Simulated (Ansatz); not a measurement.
## CsH, space group Fm-3m: a charge-density difference against the sublattices, step by step

Computed with the Ansatz DFT code, driven from Python.

Run as a notebook:

```python
from dataclasses import dataclass
import warnings

import ansatz
import numpy as np


@dataclass(frozen=True)
class Settings:
    functional: str = 'LDA'
    occupations: str = 'fermi_dirac'
    smearing_width: float = 0.05
    ecut: int = 460
    mesh: tuple[int, ...] = (6, 6, 6)
```

```python
cfg = Settings()
```

```python
vectors0 = np.array([
    [0.0, 3.188, 3.188],
    [3.188, 0.0, 3.188],
    [3.188, 3.188, 0.0],
])
sites = [
    ('Cs', (0.0, 0.0, 0.0)),
    ('H', (0.5, 0.5, 0.5)),
]
```

```python
def crystal_on(cell):
    crystal = ansatz.Crystal(lattice=ansatz.Lattice.of(cell))
    for symbol, position in sites:
        crystal = crystal.atom(symbol, position)
    return crystal
```

```python
warnings.simplefilter('ignore', ansatz.DeckWarning)
```

```python
# one cutoff and one grid for all runs, so that the fields can be subtracted
def solve(crystal):
    return (
        crystal.calculation()
        .functional(cfg.functional)
        .occupations(cfg.occupations, width=cfg.smearing_width)
        .basis(cfg.ecut, grid_basis='typed')
        .kpoints(*cfg.mesh)  # sampling of the Brillouin zone
        .density()  # keep the density on its grid
        .run(threads=1)
    )


whole = solve(crystal_on(vectors0))
difference = whole.density().channels[0].density_e_per_ang3.copy()
binding = whole.report['free_energy_ev']
for element in ['Cs', 'H']:
    part = ansatz.Crystal(lattice=ansatz.Lattice.of(vectors0))
    for symbol, position in sites:
        if symbol == element:
            part = part.atom(symbol, position)
    alone = solve(part)
    difference -= alone.density().channels[0].density_e_per_ang3
    binding -= alone.report['free_energy_ev']
    print(f'{element} sublattice: {alone.report["n_electrons"]:g} electrons, {alone.report["n_iterations"]} iterations')
```

    Cs sublattice: 9 electrons, 6 iterations
    H sublattice: 1 electrons, 6 iterations

```python
voxel = abs(np.linalg.det(vectors0)) / difference.size
print(f'energy of the crystal less its unpolarised sublattices: {binding / len(sites):.4f} eV/atom')
print(f'net charge of the difference {difference.sum() * voxel:.5f} e, charge rearranged {0.5 * np.abs(difference).sum() * voxel:.3f} e')
print(f'extremes {difference.min():.4f} and {difference.max():.4f} e/A^3')
for (symbol, position) in sites:
    index = tuple(int(round(p * n)) % n for p, n in zip(position, difference.shape))
    print(f'  change of the pseudo-density at the grid point nearest {symbol}: {difference[index]:+.4f} e/A^3')
```

    energy of the crystal less its unpolarised sublattices: -1.9407 eV/atom
    net charge of the difference -0.00000 e, charge rearranged 0.384 e
    extremes -0.0156 and 0.3867 e/A^3
      change of the pseudo-density at the grid point nearest Cs: -0.0130 e/A^3
      change of the pseudo-density at the grid point nearest H: +0.3867 e/A^3

Reading the output:
- The fields are valence quantities on the plane-wave grid; their values near the nuclei depend on the potentials.
- The starting cell is as deposited in a crystallographic database; the results hold for this polymorph, which needn't be the stable one.
- Charge moved counts every rearrangement, bonding and polarisation too, and is no transfer between atoms; the bare sublattices are artificial references. Values near the nuclei depend on the potentials.
- Run time: 2.6 s on 1 thread of Arm Neoverse V1 (shared host), peak memory 0.35 GiB.
